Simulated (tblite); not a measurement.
# CH6FGaSn (SMILES F[CH2][GaH][SnH3]) at GFN1-xTB

Wanted: a geometry optimisation of CH6FGaSn. Input form: a Python script.

The results are computed with tblite 0.8.0.

35 further runs of the same task are left out: 35 set aside as unsound or not needed.

**1. Starting point**

CH6FGaSn has 10 atoms, charge 0, and is taken as a singlet. As SMILES, `F[CH2][GaH][SnH3]`. Geometry: relaxed at PBE0-D4/def2-TZVP. This is one conformer, not always the lowest. The run starts from this shape.

Bond lengths: F1–C2 1.392 Å, C2–Ga3 1.994 Å, Ga3–Sn4 2.616 Å, C2–H5 1.097 Å, C2–H6 1.097 Å, Ga3–H7 1.576 Å, Sn4–H8 1.711 Å, Sn4–H9 1.710 Å, Sn4–H10 1.710 Å. Some angles: F1–C2–Ga3 111.7°, C2–Ga3–Sn4 117.9°, F1–C2–H5 108.1°, F1–C2–H6 108.1°, Ga3–C2–H5 111.0°, Ga3–C2–H6 111.0°, C2–Ga3–H7 117.6°, Sn4–Ga3–H7 124.5°, Ga3–Sn4–H8 113.0°, Ga3–Sn4–H9 111.0°.

**2. A structure relaxation at GFN1-xTB**

File start.xyz:

```xyz
10

F     -1.530200     1.645000     0.114900
C     -0.576300     1.660300    -0.898800
Ga     0.655700     0.097500    -0.774400
Sn     0.272800    -1.609600     1.170700
H     -1.102800     1.669000    -1.860700
H     -0.022000     2.604000    -0.829700
H      1.794400    -0.023800    -1.856800
H      1.393400    -2.902100     1.156900
H      0.405500    -0.843600     2.693400
H     -1.290400    -2.296600     1.084500
```

File xtb_job.py:

```python
"""GFN1-xTB geometry optimisation"""
import json
import numpy as np
from tblite.interface import Calculator
from tblite.interface import symbols_to_numbers
from scipy.optimize import minimize

symbols = list(map(str, np.loadtxt("start.xyz", skiprows=2, usecols=0, dtype=str, ndmin=1)))
numbers = np.array(symbols_to_numbers(symbols))
positions = np.loadtxt("start.xyz", skiprows=2, usecols=(1, 2, 3), ndmin=2) / 0.529177210903

calc = Calculator("GFN1-xTB", numbers, positions, charge=0, uhf=0)
calc.set("verbosity", 0)
calc.set("accuracy", 0.01)
last, frames, energies, grads = [None], [], [], []

def fun(x):
    calc.update(x.reshape(-1, 3))
    last[0] = calc.singlepoint(last[0])
    return float(last[0].get('energy')), last[0].get('gradient').ravel()

def show(x):
    e, g = fun(x)
    frames.append(x.reshape(-1, 3).tolist())
    energies.append(e)
    grads.append(g.reshape(-1, 3).tolist())
    print(f"{len(energies) - 1:4d} {e:16.9f} {np.abs(g).max():12.3e} {np.linalg.norm(g):12.3e}")

print("step      energy/Eh       max grad     grad norm")
show(positions.ravel())
opt = minimize(fun, positions.ravel(), jac=True, method="BFGS", callback=show, options={"gtol": 3e-05, "maxiter": 500})
print("converged:", opt.success, "-", opt.message)
fun(opt.x)
result = last[0]
final = opt.x.reshape(-1, 3)
print("final geometry (angstrom)")
for s, p in zip(symbols, final * 0.529177210903):
    print(f"{s:<2} {p[0]:12.6f} {p[1]:12.6f} {p[2]:12.6f}")
print(f"Total energy: {result.get('energy') * 627.5095:.8f} kcal/mol")
eps = np.atleast_2d(result.get("orbital-energies")) * 27.211386
occ = np.atleast_2d(result.get("orbital-occupations"))
filled = occ.sum(axis=0) if eps.shape[0] == 1 else occ[0]
homo = np.nonzero(filled > 0.5)[0].max()
print("  MO   occupation   energy/eV")
for i in range(max(0, homo - 4), min(eps.shape[1], homo + 5)):
    print(f"{i + 1:4d} {filled[i]:10.4f} {eps[0, i]:12.4f}")
mu = result.get("dipole") * 2.541746
print(f"Dipole moment: {np.linalg.norm(mu):.4f} D, components " + " ".join(f"{c:.4f}" for c in mu))
q = result.get("charges")
print("Charges:", " ".join(f"{s}{i + 1}={c:+.4f}" for i, (s, c) in enumerate(zip(symbols, q))))
out = {k: np.asarray(result.get(k)).tolist() for k in ("energy", "gradient", "charges", "dipole", "orbital-energies", "orbital-occupations")}
out.update(symbols=symbols, positions=(positions * 0.529177210903).tolist(), final=final.tolist(), frames=frames, step_energies=energies, grads=grads, success=bool(opt.success))
json.dump(out, open("results.json", "w"))
```

Run with:

```sh
$ python xtb_job.py
```

**Question.** What will come out? Wanted: total energy at the end; dipole moment; HOMO energy; LUMO energy; HOMO–LUMO gap.

Answer, from the run:

At GFN1-xTB:

| quantity | value |
| --- | --- |
| total energy at the end | -14.29024 Eh |
| dipole moment | 4.10 D |
| HOMO energy | -11.25 eV |
| LUMO energy | -6.43 eV |
| HOMO–LUMO gap | 4.81 eV |

In words: At the final geometry: Bond lengths: F1–C2 1.399 Å, C2–Ga3 2.040 Å, Ga3–Sn4 2.569 Å, C2–H5 1.102 Å, C2–H6 1.102 Å, Ga3–H7 1.577 Å, Sn4–H8 1.694 Å, Sn4–H9 1.697 Å, Sn4–H10 1.697 Å. Some angles: F1–C2–Ga3 110.7°, C2–Ga3–Sn4 119.0°, F1–C2–H5 105.3°, F1–C2–H6 105.3°, Ga3–C2–H5 114.4°, Ga3–C2–H6 114.4°, C2–Ga3–H7 118.2°, Sn4–Ga3–H7 122.8°, Ga3–Sn4–H8 122.3°, Ga3–Sn4–H9 116.2°. The optimisation took 63 steps and changed the energy by -0.171 eV. Mulliken charges run from -0.28 on F1 to +0.36 on Ga3.
